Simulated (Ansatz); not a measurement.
# Sc3Te: the cost of one run

Program: Ansatz 0.2.0. Level of theory: DFT PBE, scalar-relativistic, plane waves, PAW. These are calculated values, not measurements.

1 further run of the same task is left out (it didn't finish).

## 1. The starting structure

It takes space group P-6m2 (No. 187, hexagonal). The conventional cell has a = 4.037 Å, b = 4.037 Å, c = 6.810 Å, α = 90.00°, β = 90.00°, γ = 120.00°. Sc (site symmetry 3m) is surrounded by 1 Te at 2.25 Å and 1 Sc at 2.30 Å. Around Sc (site symmetry -6m2) lie 6 Sc at 2.60 Å. Around Te (site symmetry -6m2) lie 2 Sc at 2.25 Å.

As a file:

```
CELL_PARAMETERS angstrom
4.03705 0.00000 0.00000
-2.01852 3.49619 0.00000
0.00000 0.00000 6.80958
ATOMIC_POSITIONS crystal
Sc 0.66667 0.33333 0.16889
Sc 0.66667 0.33333 0.83111
Sc 0.33333 0.66667 0.00000
Te 0.66667 0.33333 0.50000
```

The cell is invented: random cell by space group and Wyckoff sites (P-6m2, No. 187). Its size is a rough estimate.

## 2. A first look at the guess

The input, input.yaml:

```yaml
crystal:
  lattice:
    - [4.03704933, 0.0, 0.0]
    - [-2.01852466, 3.49618727, 0.0]
    - [0.0, 0.0, 6.80958351]
  atoms:
    - { symbol: Sc, position: [0.66666667, 0.33333333, 0.16888764] }
    - { symbol: Sc, position: [0.66666667, 0.33333333, 0.83111236] }
    - { symbol: Sc, position: [0.33333333, 0.66666667, 0.0] }
    - { symbol: Te, position: [0.66666667, 0.33333333, 0.5] }
basis:
  ecutwfc: 420
kpoints:
  mp_grid: { grid: [6, 6, 4] }
hamiltonian:
  xc: pbe
scf:
  occupations: { method: gaussian, width: 0.1 }
  lower_state_search: "off"
output:
  forces: true
  stress: true
  eigenvalues: true
```

Launch:

```bash
ansatz run input.yaml --threads 1 --pin off --max-ram 2560MiB --backend cpu --events-out ev --progress --plain --runs-dir out
```

**Question.** How long does this run take on 1 thread of Intel Xeon Platinum 8259CL at 2.50GHz (Skylake/Cascade Lake), shared host, and how much memory does it need?

About 6.7 s, with a peak of 0.41 GiB.
